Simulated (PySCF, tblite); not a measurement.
**C3H10BNO: geometry, infrared bands and NMR shifts**

Wanted: the infrared bands and NMR shifts of C3H10BNO (`C[N@@H+]1[BH2-]COC1`), by calculation.

The runs use tblite 0.8.0 and PySCF 2.14.0, with density-fitted response routines of our own; the level of theory stands in each step. All values are computed, except where a source is named. Atoms count from 0, in the outputs and in this text.

## 1. The molecule as given

16 atoms, charge 0, multiplicity 1; geometry from: force field or distance geometry start.

Bonds of the start (Å): C0–N1 1.46, N1–B2 1.55, B2–C3 1.58, C3–O4 1.36, O4–C5 1.37, C5–N1 1.43, C0–H6 1.10, C0–H7 1.11, C0–H8 1.11, N1–H9 1.03, B2–H10 1.18, B2–H11 1.18, C3–H12 1.12, C3–H13 1.12, C5–H14 1.12, C5–H15 1.10.

## 2. Optimising the geometry with GFN2-xTB

Job settings and geometry (Å):

```
{"job": {"kind": "relax", "xc": "GFN2-xTB", "basis": "xTB"}, "charge": 0, "multiplicity": 1}
C     -1.558800    -0.346700     0.508200
N     -0.560800    -0.028600    -0.505000
B      0.664900    -0.961700    -0.384000
C      1.668400     0.003100     0.360700
O      1.295900     1.250200    -0.037100
C     -0.043000     1.288600    -0.334300
H     -2.001800    -1.341900     0.326400
H     -1.082700    -0.309000     1.506700
H     -2.364300     0.409700     0.468900
H     -0.981400    -0.102200    -1.442700
H      1.065700    -1.301100    -1.443500
H      0.412900    -1.900200     0.288200
H      1.582800    -0.063100     1.476200
H      2.702900    -0.278300     0.028400
H     -0.616500     1.847900     0.442700
H     -0.191800     1.842100    -1.271400
```

The run is started by

```console
OMP_NUM_THREADS=1 python probes_run.py task.json out
```

The driver reads the jobs from task.json and runs them one after another.

**Question.** This job is followed by: GFN2-xTB harmonic vibrations, gas phase; GIAO PBE0/pcSseg-1 NMR shielding, non-relativistic, gas phase. Predict these results of the whole session: strongest single infrared mode (GFN2-xTB); zero-point energy (GFN2-xTB); 13C shifts against TMS (PBE0/pcSseg-1); 1H shifts against TMS (PBE0/pcSseg-1, means over atoms taken as alike); 15N shifts against NH3 (PBE0/pcSseg-1); 11B shifts against BF3·OEt2 (PBE0/pcSseg-1); 17O shifts against H2O (PBE0/pcSseg-1); surface potential, 1st and 99th percentile.

The runs gave:

| quantity | value |
| --- | --- |
| strongest single infrared mode (GFN2-xTB) | 2478 cm⁻¹, 230 km/mol |
| zero-point energy (GFN2-xTB) | 85.8 kcal/mol |
| 13C shifts against TMS (PBE0/pcSseg-1) | 89.1, 69.1, 34.1 ppm |
| 1H shifts against TMS (PBE0/pcSseg-1, means over atoms taken as alike) | 4.66, 3.94, 3.93, 3.90, 2.87, 2.64, 2.31, 1.87 ppm |
| 15N shifts against NH3 (PBE0/pcSseg-1) | 75.4 ppm |
| 11B shifts against BF3·OEt2 (PBE0/pcSseg-1) | -17.1 ppm |
| 17O shifts against H2O (PBE0/pcSseg-1) | 64.6 ppm |
| surface potential, 1st and 99th percentile | -1.55 V and 2.12 V |

In words: Over 92 steps the energy fell by 0.665 eV; of the close pairs, N1–B2 changed most, 1.545 to 1.648 Å. No mode is imaginary among the 42: a minimum at this level. The strongest single mode, at 2478 cm⁻¹, moves mainly H11. Unscaled tight-binding wavenumbers are off by several per cent, some by more. Its intensities can rank the bands wrongly. At PBE0/pcSseg-1: Shielding is most anisotropic at O4 (span 147 ppm, paramagnetic term -125 ppm).
